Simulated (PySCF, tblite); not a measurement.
# C5H8FGa: geometry, infrared bands and NMR shifts

Aim: predict the infrared bands and NMR shifts of C5H8FGa (`C=C[CH2][Ga]([F])[CH]=C`).

The runs use tblite 0.8.0 and PySCF 2.14.0, with density-fitted response routines of our own; the level of theory stands in each step. All values are computed, except where a source is named. Atoms count from 0, in the outputs and in this text.

## (1) The starting structure

15 atoms, charge 0, multiplicity 1; geometry from: force field or distance geometry start.

Bonds of the start (Å): C0–C1 1.33, C1–C2 1.50, C2–Ga3 2.06, Ga3–F4 1.98, Ga3–C5 2.13, C5–C6 1.33, C0–H7 1.09, C0–H8 1.08, C1–H9 1.10, C2–H10 1.10, C2–H11 1.10, C5–H12 1.07, C6–H13 1.09, C6–H14 1.10.

## (2) Relaxing the molecule with GFN2-xTB

The job: settings as JSON, then the geometry in Å.

```
{"job": {"kind": "relax", "xc": "GFN2-xTB", "basis": "xTB"}, "charge": 0, "multiplicity": 1}
C     -2.687800     0.509100    -0.558300
C     -1.903700    -0.516300    -0.862400
C     -0.489600    -0.302800    -1.315900
Ga     0.502600    -1.303200     0.187000
F     -0.243900    -1.445500     2.018100
C      2.114600     0.054300     0.494700
C      2.889100    -0.392000     1.480600
H     -3.696700     0.280400    -0.219600
H     -2.349800     1.536300    -0.645400
H     -2.301400    -1.534800    -0.739600
H     -0.244900    -0.906500    -2.205500
H     -0.294800     0.771700    -1.440500
H      2.296100     0.965700    -0.038700
H      3.782800     0.117000     1.831500
H      2.622800    -1.331200     1.992000
```

Run with:

```console
$ OMP_NUM_THREADS=1 python probes_run.py task.json out
```

This one command runs all jobs of the session in turn.

Standard output:

```text
step      E/eV     max force
  0    -561.64397    2.332
  1    -561.83777    1.954
  2    -562.09174    1.420
  3    -562.20263    1.072
  4    -562.30736    1.211
  5    -562.38550    0.966
  6    -562.44426    0.740
  7    -562.47856    0.733
  8    -562.51033    0.535
  9    -562.54375    0.548
 10    -562.58040    0.565
 11    -562.62231    0.572
 12    -562.66604    0.674
 13    -562.70779    0.574
 14    -562.73627    0.405
 15    -562.75434    0.402
 16    -562.77024    0.282
 17    -562.78320    0.306
 18    -562.79285    0.239
 19    -562.80045    0.261
 20    -562.80722    0.221
 21    -562.81327    0.171
 22    -562.81762    0.148
 23    -562.82038    0.120
 24    -562.82258    0.116
 25    -562.82460    0.141
 26    -562.82619    0.112
 27    -562.82737    0.101
 28    -562.82855    0.099
 29    -562.83002    0.107
 30    -562.83155    0.106
 31    -562.83284    0.090
 32    -562.83403    0.108
 33    -562.83541    0.119
 34    -562.83696    0.121
 35    -562.83827    0.085
 36    -562.83914    0.070
 37    -562.83994    0.087
 38    -562.84107    0.109
 39    -562.84253    0.138
 40    -562.84386    0.111
 41    -562.84481    0.063
 42    -562.84563    0.098
 43    -562.84661    0.112
 44    -562.84762    0.089
 45    -562.84835    0.057
 46    -562.84885    0.063
 47    -562.84944    0.068
 48    -562.85041    0.109
 49    -562.85170    0.121
 50    -562.85275    0.084
 51    -562.85331    0.051
 52    -562.85362    0.053
 53    -562.85392    0.061
 54    -562.85429    0.060
 55    -562.85467    0.056
 56    -562.85503    0.063
 57    -562.85543    0.063
 58    -562.85598    0.077
 59    -562.85669    0.075
 60    -562.85743    0.085
 61    -562.85818    0.077
 62    -562.85893    0.081
 63    -562.85972    0.064
 64    -562.86045    0.070
 65    -562.86113    0.077
 66    -562.86177    0.078
 67    -562.86237    0.065
 68    -562.86285    0.060
 69    -562.86325    0.052
 70    -562.86360    0.056
 71    -562.86407    0.067
 72    -562.86454    0.059
 73    -562.86494    0.047
 74    -562.86525    0.053
 75    -562.86562    0.054
 76    -562.86609    0.054
 77    -562.86663    0.053
 78    -562.86708    0.058
 79    -562.86738    0.074
 80    -562.86759    0.050
 81    -562.86775    0.031
 82    -562.86790    0.029
 83    -562.86800    0.031
 84    -562.86813    0.029
 85    -562.86822    0.024
 86    -562.86829    0.017
 87    -562.86833    0.021
 88    -562.86838    0.026
 89    -562.86844    0.021
 90    -562.86849    0.016
 91    -562.86852    0.010
 92    -562.86853    0.009
```

It took 0.55 s on 1 thread of Arm Neoverse V1, shared host.

Along the way: (not every step is listed)

```
step  energy from step 0 (eV)  largest force (eV/Å)
   0                   0.0000                2.3324
   1                  -0.1938                1.9537
   2                  -0.4478                1.4202
   3                  -0.5587                1.0716
   4                  -0.6634                1.2107
   5                  -0.7415                0.9658
   6                  -0.8003                0.7398
   7                  -0.8346                0.7334
   8                  -0.8664                0.5354
  15                  -1.1104                0.4024
  22                  -1.1737                0.1481
  29                  -1.1861                0.1066
  36                  -1.1952                0.0705
  43                  -1.2026                0.1123
  50                  -1.2088                0.0844
  57                  -1.2115                0.0625
  64                  -1.2165                0.0702
  71                  -1.2201                0.0666
  78                  -1.2231                0.0576
  85                  -1.2242                0.0239
  87                  -1.2244                0.0211
  88                  -1.2244                0.0256
  89                  -1.2245                0.0209
  90                  -1.2245                0.0156
  91                  -1.2246                0.0102
  92                  -1.2246                0.0086
```

Close pairs (by a distance rule), those that changed most:

```
  bond  before (Å)  after (Å)  change (Å)
Ga3–F4       1.983      1.770      -0.212
Ga3–C5       2.130      2.047      -0.083
C2–Ga3       2.060      2.093      +0.033
 C1–C2       1.500      1.481      -0.019
C6–H14       1.102      1.083      -0.019
 C1–H9       1.100      1.085      -0.016
C5–H12       1.071      1.085      +0.014
 C0–H7       1.089      1.076      -0.012
```

The end geometry stands in the next job.

## (3) Vibrational analysis with GFN2-xTB

The job: settings as JSON, then the geometry in Å.

```
{"job": {"kind": "ir", "xc": "GFN2-xTB", "basis": "xTB"}, "charge": 0, "multiplicity": 1}
C     -2.973389     0.461938    -0.586905
C     -2.089739    -0.492904    -0.839189
C     -0.738385    -0.257439    -1.397484
Ga     0.644271    -0.592078     0.137627
F      0.041297    -1.713210     1.367839
C      2.531731     0.024512     0.633294
C      3.075680    -0.417726     1.755651
H     -3.943626     0.242195    -0.176285
H     -2.764592     1.499448    -0.798020
H     -2.335132    -1.526614    -0.620319
H     -0.508873    -0.969624    -2.196029
H     -0.617459     0.760661    -1.774357
H      3.064717     0.714824    -0.012760
H      4.065263    -0.125222     2.084309
H      2.543822    -1.106428     2.400717
```

Standard output:

```text
mode    cm-1     km/mol
  1       7.0      0.92
  2      47.6      0.20
  3      65.6      0.11
  4      83.8      0.66
  5     117.2     10.39
  6     127.7      7.44
  7     192.0      5.92
  8     253.5     18.11
  9     365.6     12.95
 10     402.7     25.26
 11     422.9     18.93
 12     453.6     76.23
 13     480.0     47.07
 14     644.2      7.03
 15     670.1     42.18
 16     873.4     21.61
 17     912.2     10.72
 18     939.7      4.95
 19     950.4      1.78
 20     994.4     11.83
 21    1008.0     25.42
 22    1016.1     17.24
 23    1063.5      9.99
 24    1159.1     31.83
 25    1191.9     57.70
 26    1279.5      1.07
 27    1380.9      0.70
 28    1396.3      1.09
 29    1426.1      4.90
 30    1624.6      5.29
 31    1682.0     17.66
 32    2910.7     20.56
 33    2940.6     26.14
 34    2985.2     36.33
 35    3024.2     30.69
 36    3025.9     26.57
 37    3043.9     49.99
 38    3085.0     30.23
 39    3127.1     38.46
```

Run time: 0.45 s. Hardware: 1 thread of Arm Neoverse V1, shared host.

Which atoms move in the most intense modes:

```
cm⁻¹  km/mol                        atoms
 454    76.2            F4 43 %, Ga3 22 %
 480    47.1   C5 36 %, Ga3 21 %, C2 13 %
 670    42.2  H10 37 %, H11 26 %, C2 23 %
1159    31.8   H11 31 %, C1 27 %, C2 11 %
1192    57.7   H12 54 %, C5 14 %, C6 12 %
2985    36.3                     H12 90 %
3044    50.0           H14 52 %, H13 38 %
3127    38.5                      H7 81 %
```

## (4) Shielding tensors: PBE0/pcSseg-1

Settings changed since step 3:

```diff
@@ -1,2 +1,2 @@
-{"job": {"kind": "ir", "xc": "GFN2-xTB", "basis": "xTB"}, "charge": 0, "multiplicity": 1}
+{"job": {"kind": "nmr", "xc": "PBE0", "basis": "pcSseg-1"}, "charge": 0, "multiplicity": 1}
 C     -2.973389     0.461938    -0.586905
```

With the program's defaults for keys left out, this is: GIAO PBE0/pcSseg-1 NMR shielding, non-relativistic, gas phase.

Standard output:

```text
coarse grid: 58392 points
cycle   1  E = -2219.0334634607  dE = -7.623e-02  |g| = 1.205e+00  |ddm| = 3.574e+00
cycle   2  E = -2218.7178798236  dE =  3.156e-01  |g| = 1.870e+00  |ddm| = 1.767e+00
cycle   3  E = -2219.1977400605  dE = -4.799e-01  |g| = 2.975e-01  |ddm| = 1.229e+00
cycle   4  E = -2219.2114778713  dE = -1.374e-02  |g| = 8.194e-02  |ddm| = 2.137e-01
cycle   5  E = -2219.2123991065  dE = -9.212e-04  |g| = 1.822e-02  |ddm| = 5.636e-02
cycle   6  E = -2219.2124606289  dE = -6.152e-05  |g| = 7.270e-03  |ddm| = 1.636e-02
cycle   7  E = -2219.2124741869  dE = -1.356e-05  |g| = 1.873e-03  |ddm| = 7.543e-03
cycle   8  E = -2219.2124749320  dE = -7.451e-07  |g| = 4.172e-04  |ddm| = 1.659e-03
final grid: 123912 points
cycle   9  E = -2219.2125427783  dE = -5.607e-08  |g| = 5.791e-04  |ddm| = 1.526e-03
cycle  10  E = -2219.2125427041  dE =  7.417e-08  |g| = 8.208e-04  |ddm| = 1.170e-03
cycle  11  E = -2219.2125428608  dE = -1.566e-07  |g| = 1.089e-04  |ddm| = 6.591e-04
cycle  12  E = -2219.2125428636  dE = -2.850e-09  |g| = 1.692e-05  |ddm| = 9.224e-05
cycle  13  E = -2219.2125428637  dE = -4.138e-11  |g| = 6.269e-06  |ddm| = 1.283e-05
converged SCF energy = -2219.2125428637

GIAO shielding tensors (ppm)
atom      isotropic    diamagn.    paramagn.     s11        s22        s33       span
  0 C       69.024     253.657    -184.634    -41.977     92.580    156.468    198.445
  1 C       42.999     256.154    -213.155    -79.753     45.503    163.247    243.000
  2 C      152.679     253.335    -100.656    130.337    152.214    175.486     45.149
  3 Ga    1433.177    2640.563   -1207.386   1250.915   1329.040   1719.575    468.660
  4 F      314.079     480.127    -166.048    131.115    341.588    469.534    338.420
  5 C       39.533     261.538    -222.005    -68.583     29.194    157.987    226.570
  6 C       39.037     253.440    -214.403    -86.418     38.433    165.097    251.515
  7 H       26.574      28.627      -2.052     23.446     25.503     30.774      7.328
  8 H       26.420      31.790      -5.370     23.018     25.715     30.526      7.508
  9 H       25.100      30.716      -5.616     22.948     23.789     28.563      5.615
 10 H       29.331      30.440      -1.109     25.742     27.509     34.741      8.999
 11 H       29.204      32.942      -3.738     25.766     28.585     33.261      7.495
 12 H       25.086      32.000      -6.913     22.991     24.465     27.803      4.812
 13 H       24.849      26.948      -2.099     22.064     24.352     28.131      6.067
 14 H       24.993      31.396      -6.403     21.610     22.994     30.375      8.765
```

It took 41 s on 1 thread of Arm Neoverse V1, shared host; peak memory 0.76 GiB.

The references, computed at this level on geometries of the same kind, shield at (ppm): ¹H TMS 31.72, ¹³C TMS 186.9, ¹⁹F CFCl3 170.9. Their shielding less the atom's gives the shift. The references are single molecules in the gas phase, so shifts against H2O, NH3, PH3, H3PO4 or CFCl3 are not on the usual liquid scales and can be off by tens of ppm. Atoms listed in one row are averaged.

```
   atoms                                  environment  σ (ppm)  δ (ppm)
      C6                         terminal =CH2 carbon     39.0    147.9
      C5                                    alkene CH     39.5    147.4
      C1                                    alkene CH     43.0    143.9
      C0                         terminal =CH2 carbon     69.0    117.9
      C2                 allylic sp3 CH2 bonded to Ga    152.7     34.2
     H13           hydrogen on a terminal =CH2 carbon    24.85     6.87
     H14           hydrogen on a terminal =CH2 carbon    24.99     6.72
     H12                     hydrogen on an alkene CH    25.09     6.63
      H9                     hydrogen on an alkene CH    25.10     6.62
      H8           hydrogen on a terminal =CH2 carbon    26.42     5.30
      H7           hydrogen on a terminal =CH2 carbon    26.57     5.14
H10, H11  hydrogen on an allylic sp3 CH2 bonded to Ga    29.27     2.45
     Ga3                          Ga bonded to 2 C, F     1433        –
      F4                        fluorine bonded to Ga    314.1   -143.1
```

The run also stored atomic charges by several schemes (e):

```
atoms  Mulliken    IAO  Hirshfeld  ESP fit
   C0     -0.16  -0.34      -0.12    -0.65
   C1     -0.23  -0.12      -0.05     0.27
   C2     -0.51  -0.52      -0.16    -0.70
  Ga3      1.09   0.97       0.55     0.95
   F4     -0.52  -0.55      -0.32    -0.45
   C5     -0.56  -0.41      -0.17    -0.58
   C6     -0.12  -0.25      -0.08    -0.12
```

Mayer bond orders: C0–C1 1.96, C1–C2 1.04, C2–Ga3 0.83, Ga3–F4 0.80, Ga3–C5 0.80, C5–C6 1.94.

The fields below are evaluated on a grid from the run's orbitals.

Frontier orbitals at PBE0/pcSseg-1, with the share of their density that lies nearest to each atom:

```
orbital  energy (eV)                     lies on
   HOMO        -6.82   C0 31 %; C1 19 %; C2 13 %
   LUMO        -1.36  Ga3 43 %; C6 17 %; C5 13 %
```

ELF in a plane through or near 6 of the atoms.

Ten even steps from ' ' (0.00) to '@' (1.00):
```
                                                        
                                                        
                                                        
                ..              ..                      
              ##@@%%::      ..##@@%%::                  
            ::@@@@@@++      --@@@@@@--                  
            ..%%@@@@**..    --@@@@@@::                  
              ==@@%%**--::::--##@@++    ::::            
      --%%##::==::::##++..::++++++::..--++==::          
      %%@@@@##****::%%::::..==++====++####++::          
      %%@@@@==%%**++**..--::::::--**%%******::          
      ++@@%%**==**............  ==##%%++##%%++..        
        ..::%%@@@@..  ..----    ::++==::##@@##..        
          ..@@@@@@..  ==****::    ::..  **%%**          
          ..@@@@@@    ++##**--          ..==..          
            ==##==    --++==..                          
                        ..                              
                                                        
                                                        
                                                        
```
The map spans 14.3 Å across and 8.8 Å up, centred on the molecule. Atoms in the plane (x, y in Å): C5 (-2.6, 0.6), C6 (-3.5, -0.3), H11 (1.3, 1.7), H12 (-2.8, 1.6), H13 (-4.5, -0.1), H14 (-3.3, -1.4).

On the surface of density 0.002 e/bohr³ the electrostatic potential runs, from the 1st to the 99th percentile, from -1.68 V near F4 to 2.39 V near Ga3.

## (5) Outcome

| quantity | value |
| --- | --- |
| strongest single infrared mode (GFN2-xTB) | 454 cm⁻¹, 76 km/mol |
| zero-point energy (GFN2-xTB) | 67.7 kcal/mol |
| ¹³C shifts against TMS (PBE0/pcSseg-1) | 147.9, 147.4, 143.9, 117.9, 34.2 ppm |
| ¹H shifts against TMS (PBE0/pcSseg-1, means over atoms taken as alike) | 6.87, 6.72, 6.63, 6.62, 5.30, 5.14, 2.45 ppm |
| ¹⁹F shifts against CFCl3 (PBE0/pcSseg-1) | -143.1 ppm |
| shieldings of Ga (PBE0/pcSseg-1) | Ga3 1433.2 ppm |
| surface potential, 1st and 99th percentile | -1.68 V and 2.39 V |

The optimisation took 92 steps and gained 1.225 eV; among the close pairs (by a distance rule), Ga3–F4 changed most, from 1.983 to 1.770 Å. No mode is imaginary among the 39: a minimum at this level. The strongest single mode, at 454 cm⁻¹, is spread over many atoms; the largest shares are those of F4, Ga3. Unscaled tight-binding wavenumbers are off by several per cent, some by more. Its intensities can rank the bands wrongly. At PBE0/pcSseg-1: The largest span, 469 ppm, is at Ga3, where the paramagnetic term is -1207 ppm. By nearest atom (PBE0/pcSseg-1), the HOMO sits on C0 31 %; C1 19 % and the LUMO on Ga3 43 %; C6 17 %. Spin-orbit coupling is left out, which matters for shieldings and couplings at and beside the heavy atoms.
